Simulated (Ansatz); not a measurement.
# CH5AlF2Si: the cost of one run

All numbers below are computed with Ansatz 0.2.0 (UKS PBE0/STO-3G).

## Step 1: The system as given

Bond lengths: F1–C2 1.403 Å, C2–Si3 1.874 Å, Si3–F4 1.756 Å, Si3–Al5 2.361 Å, C2–H6 1.111 Å, C2–H7 1.092 Å, Si3–H8 1.409 Å, Al5–H9 1.592 Å, Al5–H10 1.624 Å. Angles (14 of 15 angles, heavy atoms first): F1–C2–Si3 109.8°, C2–Si3–F4 108.7°, C2–Si3–Al5 109.1°, F4–Si3–Al5 106.4°, F1–C2–H6 107.9°, F1–C2–H7 112.5°, Si3–C2–H6 109.8°, Si3–C2–H7 108.9°, C2–Si3–H8 112.0°, F4–Si3–H8 111.0°, Al5–Si3–H8 109.4°, Si3–Al5–H9 122.5°, Si3–Al5–H10 119.3°, H6–C2–H7 107.9°.

As a file:

```xyz
10

F    -0.8264   -2.5570    0.4464
C    -0.4647   -1.2444    0.7844
Si   -0.1188   -0.2594   -0.7720
F     1.2149   -1.0140   -1.6305
Al    0.6149    1.9035   -0.1722
H     0.4523   -1.2938    1.4098
H    -1.2383   -0.7334    1.3619
H    -1.2573   -0.1566   -1.5959
H     2.0660    2.4464   -0.5381
H    -0.3596    2.8575    0.7092
```

## Step 2: Relaxing the start

input.yaml reads:

```yaml
crystal:
  periodic: [false, false, false]
  atoms:
    - { symbol: F, position_ang: [-0.8264, -2.557, 0.4464] }
    - { symbol: C, position_ang: [-0.4647, -1.2444, 0.7844] }
    - { symbol: Si, position_ang: [-0.1188, -0.2594, -0.772] }
    - { symbol: F, position_ang: [1.2149, -1.014, -1.6305] }
    - { symbol: Al, position_ang: [0.6149, 1.9035, -0.1722] }
    - { symbol: H, position_ang: [0.4523, -1.2938, 1.4098] }
    - { symbol: H, position_ang: [-1.2383, -0.7334, 1.3619] }
    - { symbol: H, position_ang: [-1.2573, -0.1566, -1.5959] }
    - { symbol: H, position_ang: [2.066, 2.4464, -0.5381] }
    - { symbol: H, position_ang: [-0.3596, 2.8575, 0.7092] }
magnetization:
  spin_polarized: true
basis:
  gaussian: { orbitals: STO-3G }
hamiltonian:
  xc: pbe0
relax:
  f_tol: 0.02
  max_steps: 40
```

On the command line:

```
$ ansatz run input.yaml --threads 1 --pin off --max-ram 2048MiB --backend cpu --events-out ev --progress --plain --runs-dir out
```

Q: Estimate wall time and peak memory on 1 thread of Arm Neoverse V2, shared host.

About 27 s, with a peak of 0.17 GiB.
